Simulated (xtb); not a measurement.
# C2H8N2O2W (W(NMe)2(OH)2) at GFN0-xTB

Wanted: a structure relaxation of C2H8N2O2W (W(NMe)2(OH)2). 

Program for the calculation: xtb 6.7.1.

4 further runs of the same task are left out: 4 set aside as unsound or not needed.

## Step 1: The molecule

C2H8N2O2W: 15 atoms, total charge 0, spin state singlet. As SMILES, `C[N]=[W]([OH])([OH])=[N]C`. All atoms were displaced at random from a relaxed shape. The run starts from this shape.

Bond lengths: W1–N2 1.781 Å, N2–C3 1.440 Å, W1–N7 1.719 Å, N7–C8 1.461 Å, W1–O12 1.994 Å, W1–O14 1.986 Å, C3–H4 1.187 Å, C3–H5 0.996 Å, C3–H6 1.119 Å, C8–H9 1.155 Å, C8–H10 1.093 Å, C8–H11 1.060 Å, O12–H13 0.926 Å, O14–H15 0.986 Å. Some angles: W1–N2–C3 165.1°, N2–W1–N7 114.0°, N2–W1–O12 107.1°, N2–W1–O14 104.5°, N7–W1–O12 109.6°, N7–W1–O14 109.6°, O12–W1–O14 112.1°, W1–N7–C8 164.0°, N2–C3–H4 109.4°, N2–C3–H5 119.3°.

## Step 2: A structure relaxation at GFN0-xTB

input.inp reads:

```
$chrg 0
$spin 0
$end
```

start.xyz reads:

```xyz
15
start
W     -0.78451000    -0.12374000    -0.63107000
N     -0.91356000    -0.01604000     1.14154000
C     -0.64555000     0.09541000     2.55243000
H     -0.25286000     1.18906000     2.79339000
H     -1.37058000    -0.10874000     3.20440000
H      0.28966000    -0.44596000     2.84349000
N      0.82850000    -0.05257000    -1.21982000
C      2.27996000     0.07502000    -1.32786000
H      2.49135000    -0.13086000    -2.44464000
H      2.63494000     1.08726000    -1.11826000
H      2.72752000    -0.69457000    -0.75286000
O     -1.83915000     1.39003000    -1.38820000
H     -1.82752000     2.14706000    -1.92154000
O     -1.57962000    -1.88696000    -1.08160000
H     -1.84642000    -2.79475000    -0.80365000
```

Command:

```console
$ xtb -I input.inp --gfn 0 --opt lax --parallel 1 -- start.xyz > start.out
```

Q: Predict the results. Wanted: total energy at the end; dipole moment; HOMO energy; LUMO energy; HOMO–LUMO gap; dispersion energy; mean polarisability.

Answer, from the run:

Level: GFN0-xTB.

| quantity | value |
| --- | --- |
| total energy at the end | -23.89193 Eh |
| dipole moment | 10.54 D |
| HOMO energy | -11.39 eV |
| LUMO energy | -4.61 eV |
| HOMO–LUMO gap | 6.78 eV |
| dispersion energy | -11.83 kJ/mol |
| mean polarisability (D4 model) | 104.7 bohr³ |

At the final geometry: Bond lengths: W1–N2 1.832 Å, N2–C3 1.419 Å, W1–N7 1.832 Å, N7–C8 1.420 Å, W1–O12 1.712 Å, W1–O14 1.711 Å, C3–H4 1.095 Å, C3–H5 1.095 Å, C3–H6 1.094 Å, C8–H9 1.094 Å, C8–H10 1.094 Å, C8–H11 1.095 Å, O12–H13 0.946 Å, O14–H15 0.946 Å. Some angles: W1–N2–C3 177.2°, N2–W1–N7 110.3°, N2–W1–O12 109.1°, N2–W1–O14 110.2°, N7–W1–O12 110.0°, N7–W1–O14 109.1°, O12–W1–O14 108.1°, W1–N7–C8 177.4°, N2–C3–H4 111.9°, N2–C3–H5 112.3°. The optimisation took 17 steps and changed the energy by -1.860 eV.
